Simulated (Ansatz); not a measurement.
Predict the output of the script below (Ansatz 0.2.0 through its Python package).

`clfgeh2_relaxed_scan.py`:
```python
"""One bond of ClFGeH2 held at set lengths while the rest relaxes."""

import warnings

import ansatz as az
import numpy as np

GEOMETRY = """
F    -0.23540   -0.54890    1.67340
Ge    0.08220   -0.07760   -0.00140
Cl   -1.44090    1.30970   -0.75220
H     0.15840   -1.34260   -0.88060
H     1.48560    0.58570   -0.08070
"""


def main() -> None:
    warnings.simplefilter("ignore", az.DeckWarning)

    mol = az.Crystal.molecule()
    for line in GEOMETRY.strip().splitlines():
        symbol, *xyz = line.split()
        mol = mol.atom(symbol, [float(v) for v in xyz])

    calc = (
        mol.calculation()
        .basis(gaussian="def2-SVP")
        .functional("PBE0")
    )
    symbols = [site.symbol for site in mol.cartesian_sites]
    pairs = [(0, 1), (1, 2), (1, 3), (1, 4)]
    print("held (A)   E (eV)        ", "  ".join(f"{symbols[i]}{i}-{symbols[j]}{j}" for i, j in pairs))
    for length in [1.63, 1.77, 1.91, 2.12, 2.39]:
        rep = calc.relax(constraints=[az.DistanceConstraint((0, 1), at=length)], force_tolerance=0.02, max_steps=60).run().report
        xyz = np.array(rep["positions_ang"])
        print(f"{length:6.2f} {rep['free_energy_ev']:14.5f}  ", "  ".join(f"{np.linalg.norm(xyz[i] - xyz[j]):.3f}" for i, j in pairs))


if __name__ == "__main__":
    main()
```

Output of `python clfgeh2_relaxed_scan.py`:
```text
held (A)   E (eV)         F0-Ge1  Ge1-Cl2  Ge1-H3  Ge1-H4
  1.63   -71764.99158   1.630  2.150  1.532  1.532
  1.77   -71765.16528   1.770  2.142  1.529  1.529
  1.91   -71764.84299   1.910  2.136  1.527  1.528
  2.12   -71763.99329   2.120  2.127  1.526  1.526
  2.39   -71762.80192   2.390  2.119  1.524  1.524
```

Caveats:
- Total energies depend on the basis set; only differences at equal settings carry meaning.
- The energies are electronic: no zero-point or thermal terms, and the basis set is short of its limit.
- The script silences the warnings on its input, which a real study should read.
- The whole script took 74 s on 1 thread of Arm Neoverse V1, with other jobs on the host, peak memory 0.22 GiB.
